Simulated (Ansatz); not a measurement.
# Ir: a line through an energy map

One table from this session's results is given with a row withheld; the runs are named, their logs left out.

This is Ir in the hcp structure; at room conditions it is fcc.

Computed with Ansatz 0.2.0 (DFT PBEsol, scalar-relativistic, plane waves, PAW, unless a step's input says otherwise).

28 further runs of the same task are left out: 1 for a known fault of the program, 27 set aside as unsound or not needed. Runs told in other sessions of the task aren't counted.

## The starting structure

The structure is hexagonal, space group P6_3/mmc (No. 194). The conventional cell has a = 2.719 Å, b = 2.719 Å, c = 4.408 Å, α = 90.00°, β = 90.00°, γ = 120.00°. Around Ir (site symmetry -6m2) lie 12 Ir at 2.71 to 2.72 Å.

Structure file:

```
Ir
1.0
     2.71883    0.00000    0.00000
    -1.35942    2.35458    0.00000
     0.00000    0.00000    4.40807
Ir
2
Direct
  0.66667 0.33333 0.75000
  0.33333 0.66667 0.25000
```

It goes back to an entry of the Materials Project, which need not be the stable form.

It is the result of an earlier relaxation at this level (volume 14.11 Å³/atom; gap on the mesh: none (metal)).

## What is varied

The energy is mapped over volume and a fixed ferromagnetic moment.

The axes are (1) volume per atom: 7 values from 11.57 to 16.65 Å³; (2) total spin moment of the cell, held fixed: 9 values from 0.0 to 1.6 μB.

Nothing else is relaxed (shape and fractional coordinates fixed). Points are written as (first, second).

Set-up of the first run:

input.yaml

```yaml
crystal:
  lattice:
    - [2.544812118, 0.0, 0.0]
    - [-1.272406059, 2.203871942, 0.0]
    - [0.0, 0.0, 4.1259244814]
  atoms:
    - { symbol: Ir, position: [0.6666666667, 0.3333333333, 0.75], spin: 0.6 }
    - { symbol: Ir, position: [0.3333333333, 0.6666666667, 0.25], spin: 0.6 }
basis:
  ecutwfc: 420
kpoints:
  mp_grid: { grid: [21, 21, 12] }
hamiltonian:
  xc: pbesol
  pseudopotentials: { kind: paw, azcp: { folder: soft_1 } }
scf:
  occupations: { method: gaussian, width: 0.15 }
  lower_state_search: "off"
output:
  forces: true
  stress: true
  eigenvalues: true
  populations: true
magnetization:
  spin_polarized: true
  initial_magnetization: 1.2
  spin_locking: { lock_magnetization: hard }
```

The run is started by

```
$ ansatz run input.yaml --threads 2 --pin off --max-ram 4096MiB --backend cpu --events-out ev --progress --plain --runs-dir out
```

Steps of the session up to this table: Point (11.57 Å³, 1.2 μB); Point (12.42 Å³, 1.2 μB); Point (13.26 Å³, 1.2 μB); Point (14.11 Å³, 1.2 μB); Grid point (14.96 Å³, 1.2 μB); Point (15.80 Å³, 1.2 μB); Point (16.65 Å³, 1.2 μB).

One of the session's tables, all rows but one given; the rest of the session is left out.

| volume per atom (Å³) | energy (meV/atom) | pressure (GPa) | absolute magnetic moment (μB per cell) |
| --- | --- | --- | --- |
| 11.57 | 876 | 129 | 1.201 |
| 12.42 | 354 | 72 | 1.201 |
| 13.26 | 87 | 31 | 1.202 |
| 14.11 | 0 | 3 | 1.203 |
| 14.96 | ? | ? | ? |
| 15.80 | 164 | −30 | 1.206 |
| 16.65 | 349 | −39 | 1.209 |

Estimate the missing values for volume per atom (Å³) = 14.96.

Worked estimate for «energy (meV/atom)». A straight line through the neighbours (14.11, 0) and (15.80, 164) gives 0 + (164 − 0) × (14.96 − 14.11) / (15.80 − 14.11) = 82; a parabola fitted to 4 rows on both sides gives 37.

As computed: energy (meV/atom): 38; pressure (GPa): −17; absolute magnetic moment (μB per cell): 1.204. In «energy (meV/atom)» the line misses by +44 and the parabola by -1.

Energies count from the lowest point of the line.

A parabola through the lowest point and its two neighbours puts the minimum at 14.274 Å³, with a curvature of about 170 meV/atom per (Å³)². The well is lopsided: two grid steps out, the energy rises by 354 meV/atom towards smaller values and 164 meV/atom towards larger ones. The highest point computed, at 11.57 Å³, lies 876 meV/atom above the lowest.

Limits of these values: Warnings in the runs' records: pseudo functional mismatch, stress scf threshold loose.
